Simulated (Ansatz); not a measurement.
Working through a point defect in a supercell of TePb, space group Fm-3m

With Ansatz's Python interface.

Notebook, run cell by cell (the value of a cell's last expression is shown):

In [1]:
```python
import ansatz
import numpy as np

lattice = ansatz.Lattice.of(
    (0.0, 3.231, 3.231),
    (3.231, 0.0, 3.231),
    (3.231, 3.231, 0.0),
)
sites = [
    ("Te", (0.5, 0.5, 0.5)),
    ("Pb", (0.0, 0.0, 0.0)),
]
cell = ansatz.Crystal(lattice=lattice)
for symbol, position in sites:
    cell = cell.atom(symbol, position)
host = cell.supercell(2, 2, 2)
defective = host.vacancy("Pb", at=(0.0, 0.0, 0.0))
```

In [2]:
```python
def settled(structure):
    return (
        structure.calculation()
        .functional(ansatz.Functional.PBE)
        .basis(17 * ansatz.Ha)
        .kpoints(2)  # the mesh must be finer for metals
        .occupations("gaussian", width=0.02)
        .band_table()  # levels at the mesh points
    )
```

In [3]:
```python
perfect = settled(host).run(threads=1).report
job = (
    settled(defective)
    .relax(force_tolerance=0.05, max_steps=40)
)
outcome = job.run(threads=1)
data = outcome.report

data["kpoints_frac"][:4]
```
Out [3]:
```text
[[0.0, 0.0, 0.0], [0.0, 0.0, -0.5], [0.0, -0.5, -0.5]]
```

In [4]:
```python
n_host, n_defect = len(perfect["lattice"]["sites"]), len(data["lattice"]["sites"])
print(f"perfect cell: {n_host} atoms, F = {perfect['free_energy_ev']:.4f} eV")
print(f"defect cell:  {n_defect} atoms, F = {data['free_energy_ev']:.4f} eV")
# chemical potentials are still to be added to this difference
print(f"difference {data['free_energy_ev'] - perfect['free_energy_ev']:.4f} eV (no chemical potentials)")
```
```text
perfect cell: 16 atoms, F = -151097.2637 eV
defect cell:  15 atoms, F = -139189.0002 eV
difference 11908.2635 eV (no chemical potentials)
```

In [5]:
```python
pull = np.linalg.norm(data["forces_ev_ang"], axis=1)
for atom in np.argsort(-pull)[:5]:
    print(f"force on {outcome.lattice.sites[atom].symbol}{atom}: {pull[atom]:.3f} eV/A")

for site in outcome.lattice.sites:
    print(f"{site.symbol:2s}", " ".join(f"{v:8.4f}" for v in site.position_ang))
```
```text
force on Te11: 0.011 eV/A
force on Te9: 0.011 eV/A
force on Te3: 0.011 eV/A
force on Te5: 0.011 eV/A
force on Te7: 0.011 eV/A
Te   3.2310   3.2310   3.2310
Te   6.4620   6.4620   3.1983
Pb   3.2310   3.2310   0.0000
Te   6.4620   3.1983   6.4620
Pb   3.2310   0.0000   3.2310
Te   9.7257   6.4620   6.4620
Pb   6.4620   3.2310   3.2310
Te   3.1983   6.4620   6.4620
Pb  -0.0000   3.2310   3.2310
Te   6.4620   9.7257   6.4620
Pb   3.2310   6.4620   3.2310
Te   6.4620   6.4620   9.7257
Pb   3.2310   3.2310   6.4620
Te   9.6930   9.6930   9.6930
Pb   6.4620   6.4620   6.4620
```

Notes:
- Absolute energies stand on the zero of these potentials, so only differences at equal settings mean something. A total without «per atom» is that of the whole cell that was run.
- Extra carriers fill band states at a few k-points, so forces and energy hang on the mesh.
- The difference holds no chemical potentials.
- Spin-orbit coupling, which matters for elements this heavy, is left out.
- The starting cell is as deposited in a crystallographic database; the results hold for this polymorph, which needn't be the stable one.
- The supercell is small, so the defect meets its images and the energies aren't those of an isolated defect; a partly filled defect level may also lower its energy by spin or distortion. For a charged cell the difference holds no correction, alignment or term for the electrons' reservoir.
- Finished in 67 s on 1 thread of Arm Neoverse V1, on a shared host, peak memory 1.1 GiB.
